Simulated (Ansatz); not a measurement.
# CH4BClOS: the cost of one run

All numbers below are computed with Ansatz 0.2.0 (UKS BLYP/def2-SVP).

## Step 1: The starting structure

Bond lengths: O1–C2 1.421 Å, C2–Cl3 1.757 Å, C2–B4 1.509 Å, B4–S5 1.921 Å, O1–H6 0.976 Å, C2–H7 1.121 Å, B4–H8 1.185 Å, S5–H9 1.463 Å. Angles: O1–C2–Cl3 107.7°, O1–C2–B4 110.2°, O1–C2–H7 110.9°, Cl3–C2–B4 108.2°, Cl3–C2–H7 108.7°, B4–C2–H7 111.0°, C2–O1–H6 106.0°, C2–B4–S5 122.0°, C2–B4–H8 122.0°, S5–B4–H8 116.0°, B4–S5–H9 92.4°.

Structure file:

```xyz
9

O     1.3105   -0.3073   -1.2978
C     0.6697    0.0453   -0.0794
Cl    1.4600   -0.8420    1.2149
B    -0.7821   -0.3656   -0.1156
S    -2.2050    0.8979    0.1497
H     2.1655    0.1640   -1.2991
H     0.7725    1.1428    0.1232
H    -1.1136   -1.4865   -0.3130
H    -2.1889    0.7050    1.5999
```

## Step 2: End point A

input.yaml reads:

```yaml
crystal:
  periodic: [false, false, false]
  atoms:
    - { symbol: O, position_ang: [1.3105, -0.3073, -1.2978] }
    - { symbol: C, position_ang: [0.6697, 0.0453, -0.0794] }
    - { symbol: Cl, position_ang: [1.46, -0.842, 1.2149] }
    - { symbol: B, position_ang: [-0.7821, -0.3656, -0.1156] }
    - { symbol: S, position_ang: [-2.205, 0.8979, 0.1497] }
    - { symbol: H, position_ang: [2.1655, 0.164, -1.2991] }
    - { symbol: H, position_ang: [0.7725, 1.1428, 0.1232] }
    - { symbol: H, position_ang: [-1.1136, -1.4865, -0.313] }
    - { symbol: H, position_ang: [-2.1889, 0.705, 1.5999] }
magnetization:
  spin_polarized: true
basis:
  gaussian: { orbitals: def2-SVP }
hamiltonian:
  xc: blyp
relax:
  f_tol: 0.02
  max_steps: 50
```

The run is started by

```console
$ ansatz run input.yaml --threads 2 --pin off --max-ram 3072MiB --backend cpu --events-out ev --progress --plain --runs-dir out
```

**Question.** How long does this run take on 2 threads of Arm Neoverse V2, shared host, and how much memory does it need?

About 42 s, with a peak of 0.2 GiB.
